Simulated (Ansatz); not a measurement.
# RuC18: the cost of one run

Program: Ansatz 0.2.0. Level of theory: DFT PBE, plane waves, PAW, scalar-relativistic, no spin polarisation. These are calculated values, not measurements.

## (1) Starting point

The cell holds 19 atoms (C18Ru): a = 7.398 Å, b = 7.398 Å, c = 13.000 Å, α = 90.00°, β = 90.00°, γ = 120.00°.

The coordinates stand in the first input below.

## (2) End point A

Input file input.yaml:

```yaml
crystal:
  lattice:
    - [7.398, 0.0, 0.0]
    - [-3.699, 6.406856, 0.0]
    - [0.0, 0.0, 13.0]
  atoms:
    - { symbol: C, position: [0.0, 0.0, 0.0769231] }
    - { symbol: C, position: [0.2222222, 0.1111111, 0.0769231] }
    - { symbol: C, position: [0.0, 0.3333333, 0.0769231] }
    - { symbol: C, position: [0.2222222, 0.4444444, 0.0769231] }
    - { symbol: C, position: [0.0, 0.6666667, 0.0769231] }
    - { symbol: C, position: [0.2222222, 0.7777778, 0.0769231] }
    - { symbol: C, position: [0.3333333, 0.0, 0.0769231] }
    - { symbol: C, position: [0.5555556, 0.1111111, 0.0769231] }
    - { symbol: C, position: [0.3333333, 0.3333333, 0.0769231] }
    - { symbol: C, position: [0.5555556, 0.4444444, 0.0769231] }
    - { symbol: C, position: [0.3333333, 0.6666667, 0.0769231] }
    - { symbol: C, position: [0.5555556, 0.7777778, 0.0769231] }
    - { symbol: C, position: [0.6666667, 0.0, 0.0769231] }
    - { symbol: C, position: [0.8888889, 0.1111111, 0.0769231] }
    - { symbol: C, position: [0.6666667, 0.3333333, 0.0769231] }
    - { symbol: C, position: [0.8888889, 0.4444444, 0.0769231] }
    - { symbol: C, position: [0.6666667, 0.6666667, 0.0769231] }
    - { symbol: C, position: [0.8888889, 0.7777778, 0.0769231] }
    - { symbol: Ru, position: [0.7217382, 0.1031265, 0.2446154] }
basis:
  ecutwfc: 420.0
kpoints:
  mp_grid: { grid: [2, 2, 1] }
hamiltonian:
  xc: pbe
  pseudopotentials: { kind: paw, azcp: { folder: soft_1 } }
scf:
  occupations: { method: gaussian, width: 0.02 }
  lower_state_search: "off"
relax:
  f_tol: 0.03
  max_steps: 60
  adjacent_minimum: "off"
```

Launch:

```sh
$ ansatz run input.yaml --threads 1 --pin off --max-ram 3072MiB --backend cpu --events-out ev --progress --plain --runs-dir out
```

What time and memory should one allow on 1 thread of Arm Neoverse V2, shared host?

About 63 s, with a peak of 0.69 GiB.
